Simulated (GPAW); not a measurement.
Crystal: In3Se.

```
CELL_PARAMETERS angstrom
4.80376 0.00000 0.00000
0.00000 4.80376 0.00000
0.00000 0.00000 4.80376
ATOMIC_POSITIONS crystal
In 0.50000 0.50000 0.00000
In 0.50000 0.00000 0.50000
In 0.00000 0.50000 0.50000
Se 0.00000 0.00000 0.00000
```

The cell comes from a database or a generator and needn't be the stable form of this composition.

Base run:

- Program: GPAW 26.7.0
- Functional: PBE
- Potentials or basis: GPAW PAW data sets (gpaw-data 1.2.1)
- Cutoff: 450 eV
- Basis: pw
- k mesh: 5 × 5 × 5
- Occupations: fermi-dirac, width 0.05 eV
- Spin: no spin polarisation

Its results: pressure -1.6 GPa.

Question: The run is repeated on the same cell with these changes: cutoff from 450 eV to 600 eV; k mesh from 5 × 5 × 5 to 6 × 6 × 6. What comes out?

Answer: Pressure -0.5 GPa.

Caveats: the cutoff is short for stress and forces, so pressures can be off by a GPa or more (some runs).

Not every run made on this cell is shown here.
